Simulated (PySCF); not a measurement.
# CH7NO2Si: the cost of one run

Computed with PySCF 2.14.0, with density-fitted response routines of our own, on a single molecule in the gas phase. Atoms count from 0, in the outputs and in this text.

### Step 1. The starting structure

12 atoms, charge 0, multiplicity 1; geometry from: GFN2-xTB. The atoms were then displaced at random by about 0.01 Å, so the start is not that level's minimum.

Bonds of the start (Å): C0–N1 1.47, N1–Si2 1.73, Si2–O3 1.59, Si2–O4 1.62, C0–H5 1.07, C0–H6 1.10, C0–H7 1.07, N1–H8 1.00, Si2–H9 1.46, O3–H10 0.99, O4–H11 0.97.

### Step 2. Geometry optimisation at PBE0-D3(BJ)/def2-SVP

What the job is given:

```
{"job": {"xc": "PBE0", "basis": "def2-SVP", "d3": "d3bj", "grid": 1, "shake": 0.01, "kind": "geom"}, "charge": 0, "multiplicity": 1}
C      1.763440     0.036330     0.351170
N      0.533820     0.613230    -0.223980
Si    -0.951080    -0.262180    -0.394890
O     -1.894410     0.714450    -1.219690
O     -1.620840    -0.530770     1.059480
H      2.298450    -0.555790    -0.364280
H      2.408600     0.861940     0.691880
H      1.494930    -0.552510     1.197540
H      0.746710     1.260680    -0.955320
H     -0.825080    -1.542530    -1.078080
H     -2.810900     0.839720    -0.853600
H     -1.103950    -0.910830     1.780740
```

Command:

```bash
OMP_NUM_THREADS=1 python probes_run.py task.json out
```

One launch serves the whole session: the jobs run in the order shown.

**Question.** How long does this first job take on 1 thread of Arm Neoverse V1, shared host, and how much memory does it need?

About 2 min, with a peak of 0.44 GiB.
